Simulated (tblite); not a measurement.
# C6H11BF2O: the cost of one run

Programs: tblite 0.8.0 and PySCF 2.14.0, with density-fitted response routines of our own. Each step states its level of theory. These are calculated values for one molecule in the gas phase, unless marked as measured. Atoms count from 0, in the outputs and in this text.

### 1 The starting structure

21 atoms, charge 0, multiplicity 1; geometry from: force field or distance geometry start.

Bonds of the start (Å): B0–C1 1.58, C1–O2 1.43, O2–C3 1.40, C3–F4 1.39, C3–F5 1.39, C1–C6 1.52, C6–C7 1.35, C6–C8 1.51, C8–C9 1.52, B0–H10 1.18, B0–H11 1.18, C1–H12 1.11, C3–H13 1.12, C7–H14 1.09, C7–H15 1.07, C8–H16 1.11, C8–H17 1.12, C9–H18 1.11, C9–H19 1.11, C9–H20 1.11.

### 2 Optimising the geometry with GFN2-xTB

The job: settings as JSON, then the geometry in Å.

```
{"job": {"kind": "relax", "xc": "GFN2-xTB", "basis": "xTB"}, "charge": 0, "multiplicity": 1}
B     -1.532000     2.094500     0.003800
C     -0.996900     0.634200     0.286200
O     -1.011300     0.404200     1.698900
C     -1.132000    -0.963400     1.974500
F     -2.423900    -1.407300     1.745900
F     -0.852600    -1.169200     3.317800
C      0.419900     0.502000    -0.255800
C      1.468000     1.046000     0.406700
C      0.654100    -0.204700    -1.572000
C      1.308400    -1.562400    -1.369400
H     -1.133300     2.990500     0.656800
H     -1.869700     2.361000    -1.097700
H     -1.689300    -0.055300    -0.235900
H     -0.407500    -1.579900     1.388700
H      1.316800     1.578400     1.342100
H      2.466300     0.970100     0.015300
H      1.288400     0.435300    -2.223800
H     -0.316200    -0.358000    -2.104700
H      2.298400    -1.443200    -0.870600
H      1.474500    -2.043600    -2.354500
H      0.661000    -2.212300    -0.752700
```

The run is started by

```bash
OMP_NUM_THREADS=1 python probes_run.py task.json out
```

This one command runs all jobs of the session in turn.

**Question.** How long does this first job take on 1 thread of Arm Neoverse N1, shared host, and how much memory does it need?

About 1.7 s, with a peak of 0.18 GiB.
